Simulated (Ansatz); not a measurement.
# BHLYP/STO-3G run of InH3 (SMILES [H][In]([H])[H])

What is the electronic atomisation energy of InH3 at BHLYP/STO-3G? 

The calculation is run with Ansatz 0.2.0.

27 further runs of the same task are left out: 1 that didn't finish, 26 set aside as unsound or not needed.

## Step 1: The molecule

InH3 has 4 atoms, charge 0, and is taken as a singlet. As SMILES, `[H][In]([H])[H]`. Geometry: a GFN2-xTB relaxation, a rough one for these elements and not checked as a minimum.

Bond lengths: In1–H2 1.719 Å, In1–H3 1.719 Å, In1–H4 1.718 Å. Angles: H2–In1–H3 120.0°, H2–In1–H4 120.1°, H3–In1–H4 119.9°.

## Step 2: The energy at BHLYP/STO-3G

job.yaml reads:

```yaml
crystal:
  periodic: [false, false, false]
  atoms:
    - {symbol: In, position_ang: [0.000640, -0.000740, -0.000540]}
    - {symbol: H, position_ang: [1.718930, -0.027790, 0.013510]}
    - {symbol: H, position_ang: [-0.834510, 1.501400, -0.017780]}
    - {symbol: H, position_ang: [-0.885060, -1.472880, 0.004810]}
basis:
  gaussian:
    orbitals: STO-3G
hamiltonian:
  xc: {name: BHLYP}
accuracy: high
```

Launch:

```
ansatz run job.yaml --threads 1 --pin off --max-ram 2610MiB --events-out events.jsonl --progress --plain --runs-dir runs
```

The program printed:

```text
Warning: RAYON_NUM_THREADS=1 ignored (pool sized by the plan → 1); use --threads N
Functional definition: BHLYP
  name "BHLYP"
  parameter a = 0.5
  exchange = (1 - a)*b88_x + a*exact_x
  correlation = lyp_c
527 factors; integrals over basis functions are off by at most 4.0e-9 eV
mean field evaluation 1: about -154745.2647 eV, gradient 8.0e0 eV
mean field evaluation 2: about -154745.6009 eV, gradient 1.8e0 eV
mean field evaluation 4: about -154745.6169 eV, gradient 2.4e-1 eV
mean field evaluation 8: about -154745.5771 eV, gradient 1.2e-3 eV
mean field -154745.57709202 eV, -5686.7950678122 hartree, gradient 9.0e-8 eV, S^2 0.000000; 0 other end points of the search recorded, 0 dependent functions left out
reference -154745.57710947 eV, -5686.7950684536 hartree; 26, 26 occupied and 4, 4 virtual orbitals, 527 factors
Total energy: -154745.57710947 eV, -5686.7950684536 hartree
```

It took 0.58 s on 1 thread of AMD EPYC 9R45 (Zen 5), shared host.

## Step 3: The H atom, same level

job.yaml reads:

```yaml
crystal:
  periodic: [false, false, false]
  atoms:
    - symbol: H
      position_ang: [0.000000, 0.000000, 0.000000]
basis:
  gaussian:
    orbitals: STO-3G
accuracy: high
hamiltonian:
  xc: {name: BHLYP}
magnetization:
  spin_polarized: true
  initial_magnetization: 1
```

Run the same way, it converges to -0.46466 Eh (log not shown).

## Step 4: The In atom, same level

input.yaml reads:

```yaml
crystal:
  periodic: [false, false, false]
  atoms:
    - {symbol: In, position_ang: [0.000000, 0.000000, 0.000000]}
basis:
  gaussian: {orbitals: STO-3G}
magnetization: {spin_polarized: true, initial_magnetization: 1}
hamiltonian: {xc: {name: BHLYP}}
accuracy: high
```

Run the same way, it converges to -5684.90933 Eh (log not shown).

## Step 5: Outcome

At BHLYP/STO-3G:

```
                     quantity           value
       molecule: total energy  -5686.79507 Eh
         H atom: total energy     -0.46466 Eh
                 H atom: ⟨S²⟩           0.750
        In atom: total energy  -5684.90933 Eh
                In atom: ⟨S²⟩           0.750
electronic atomisation energy       13.381 eV
```

What this shows: Taking the molecule apart into free atoms costs 13.38 eV (309 kcal/mol), before zero-point energy and without spin-orbit coupling. In a minimal basis such a difference can be off by several eV, whatever the method. Relativity is left out (molecule) although the molecule holds a heavy atom. Relativity is left out (In atom) although the molecule holds a heavy atom.
